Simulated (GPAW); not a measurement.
The system is NiMoIrPdW.

```xyz
5
Lattice="2.7662 0.0000 0.0000 -1.3831 2.3956 0.0000 0.0000 0.0000 11.0229" Properties=species:S:1:pos:R:3 pbc="T T T"
Ni    0.0000    1.5971    6.5820
Mo    0.0000    0.0000    4.5276
Pd    1.3831    0.7985    8.7654
Ir    1.3831    0.7985    2.2002
W     0.0000    1.5971   10.9936
```

The cell was built by a generator and needn't be a form met in nature.

Base run:

| Quantity | Value |
| --- | --- |
| Program | GPAW 26.7.0 |
| Functional | PBEsol |
| Potentials or basis | PAW data sets generated in the run's folder for this functional |
| Cutoff | 600 eV |
| Basis | pw |
| k mesh | 8 × 8 × 2 |
| Occupations | fermi-dirac, width 0.05 eV |
| Spin | collinear spin, ferromagnetic start |
| Starting moments | [1.0, 1.0, 0.0, 0.6, 0.0] μB |

Its results: pressure -8.9 GPa; net moment 0.00 μB per cell; largest force 0.099 eV/Å.

**Question.** The run is repeated on the same cell with these changes: functional from PBEsol to LDA; potentials or basis from PAW data sets generated in the run's folder for this functional to the program's PAW data sets (release 1.2.1) made for this functional. What comes out?

**Answer.** Pressure -15.0 GPa; net moment 0.00 μB per cell; largest force 0.165 eV/Å.

Caveats: the stock nickel data set gives pressures a few GPa off other programs.
